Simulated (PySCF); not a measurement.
# Mn³⁺: dipole response in x2c-QZVPPall plus 1 even-tempered diffuse shell per l

How polarisable is Mn³⁺ at the levels listed below?

Method: unrestricted determinants in a Gaussian basis, no spin-orbit coupling in the energies. Code: PySCF 2.14.0.

### Step 1. Starting point

* Element: manganese (Z = 25)
* Basis: x2c-QZVPPall with one added diffuse shell each of s, p, d, f, g type (12s8p6d5f3g, 128 functions)
* Hamiltonian: scalar relativity by spin-free X2C-1e
* State 1: Mn³⁺: [Ar] 3d4, high-spin 5D determinant
* Methods: BLYP

Outer shells as boxes (Hund's rule):

Mn3+ [Ar] 3d4
```
[Ar] core
3d [↑ ][↑ ][↑ ][↑ ][  ]
```

The runs were made by one driver on top of PySCF. The scripts below sum up each run's settings (the driver also hands on starting orbitals that pick excited configurations, and frozen orbitals as a list rather than a count), and the logs come from the driver's own runs. The driver starts from symmetry-adapted Hartree-Fock orbitals, holds the occupation by maximum overlap and uses a logarithmic radial grid for functionals, so a plain start would take other cycles.

The integrals over 128 functions and the set-up took 4.4 s of CPU time.

### Step 2. Mn³⁺, at BLYP

**BLYP**

input.py reads:

```python
from pyscf import gto, scf, dft, mp, cc
import basis_set_exchange as bse
mol = gto.M(atom="Mn 0 0 0", charge=3, spin=4, symmetry="D2h",
            basis=gto.basis.parse(bse.get_basis("x2c-QZVPPall", elements=["Mn"], fmt="nwchem", augment_diffuse=1)),
            nucmod="G")
mf = dft.UKS(mol, xc="BLYP").sfx2c1e()
mf.irrep_nelec = {'Ag': (4, 3), 'B1g': (1, 0), 'B2g': (1, 0), 'B3g': (1, 0), 'B1u': (2, 2), 'B2u': (2, 2), 'B3u': (2, 2)}
mf.kernel()
```

Log:

```text
damping factor = 0
level_shift factor = 0
DIIS = <class 'pyscf.scf.diis.CDIIS'>
diis_start_cycle = 1
diis_space = 10
diis_damp = 0
SCF conv_tol = 1e-09
SCF conv_tol_grad = None
number electrons alpha = 13  beta = 9
XC functionals = BLYP
    A. D. Becke.,  Phys. Rev. A 38, 3098 (1988)
    C. Lee, W. Yang, and R. G. Parr.,  Phys. Rev. B 37, 785 (1988)
    B. Miehlich, A. Savin, H. Stoll, and H. Preuss.,  Chem. Phys. Lett. 157, 200 (1989)
cycle= 1 E= -1156.51629363004  delta_E= -0.015  |g|= 0.0348  |ddm|= 0.137
cycle= 2 E= -1156.51639076896  delta_E= -9.71e-05  |g|= 0.0262  |ddm|= 0.0275
cycle= 3 E= -1156.51651783709  delta_E= -0.000127  |g|= 0.00328  |ddm|= 0.015
cycle= 4 E= -1156.51651901013  delta_E= -1.17e-06  |g|= 5.62e-05  |ddm|= 0.0014
cycle= 5 E= -1156.51651901067  delta_E= -5.46e-10  |g|= 6.09e-06  |ddm|= 3.27e-05
converged SCF energy = -1156.51651901067  <S^2> = 6.0005569  2S+1 = 5.0002228
```

CPU time 54 s on a shared host, the integrals not counted.

The occupied shells:

| shell | electrons | mean orbital energy (eV) | spread (eV) | rms radius (bohr) |
| --- | --- | --- | --- | --- |
| 1s β | 1 | -6463.4 | 0 | 0.0704 |
| 1s α | 1 | -6463.4 | 0 | 0.0704 |
| 2s α | 1 | -781.30 | 0 | 0.304 |
| 2s β | 1 | -779.42 | 0 | 0.304 |
| 2p α | 3 | -667.57 | 0.582 | 0.274 |
| 2p β | 3 | -666.14 | 0.952 | 0.274 |
| 3s α | 1 | -123.23 | 0 | 0.906 |
| 3s β | 1 | -118.65 | 0 | 0.906 |
| 3p α | 3 | -91.730 | 0.761 | 0.966 |
| 3p β | 3 | -87.264 | 1.861 | 0.966 |
| 3d α | 4 | -42.758 | 1.374 | 1.16 |

⟨S²⟩ = 6.001, ⟨L²⟩ = 6.00.

The driver then solved the coupled dipole response at imaginary frequencies: mean α = 2.086 bohr³ (xx, yy, zz: 2.000, 2.000, 2.258), C₆ = 5.162 au for a like pair.

Radial density 4πr²ρ of Mn³⁺ at BLYP:

| r (bohr) | density | spin density |
| --- | --- | --- |
| 0.000820 | 0.123 | 0.000 |
| 0.00138 | 0.319 | 0.000 |
| 0.00232 | 0.812 | 0.000 |
| 0.00390 | 2.01 | 0.000 |
| 0.00656 | 4.72 | 0.000 |
| 0.0110 | 10.2 | -0.001 |
| 0.0186 | 19.1 | -0.001 |
| 0.0312 | 28.2 | -0.002 |
| 0.0525 | 28.9 | -0.002 |
| 0.0884 | 23.2 | 0.005 |
| 0.149 | 29.8 | 0.087 |
| 0.250 | 29.2 | 0.595 |
| 0.421 | 12.1 | 2.205 |
| 0.707 | 14.7 | 3.812 |
| 1.19 | 7.19 | 2.411 |
| 2.00 | 0.743 | 0.491 |
| 3.37 | 0.0176 | 0.016 |
| 5.66 | 5.20e-05 | 0.000 |

### Step 3. The response side by side

Mn³⁺, in atomic units:

| method | mean α | C₆ (like pair) | S(−4) |
| --- | --- | --- | --- |
| BLYP | 2.086 | 5.162 | 1.644 |

α(iu) at BLYP:

| u (hartree) | α(iu) (bohr³) |
| --- | --- |
| 0 | 2.086 |
| 0.0500 | 2.082 |
| 0.100 | 2.070 |
| 0.200 | 2.024 |
| 0.300 | 1.957 |
| 0.500 | 1.789 |
| 0.750 | 1.574 |
| 1.00 | 1.382 |
| 1.50 | 1.075 |
| 2.00 | 0.8487 |
| 3.00 | 0.5552 |
| 5.00 | 0.2832 |

### Step 4. What came out

| quantity | value |
| --- | --- |
| α of Mn³⁺ | 2.086 (BLYP) bohr³ |

What this shows: A single London oscillator with the computed α and C₆ of Mn³⁺ at BLYP would have ω = 4 C₆ / (3 α²) = 1.58 hartree. The basis is finite, and no extrapolation was made.
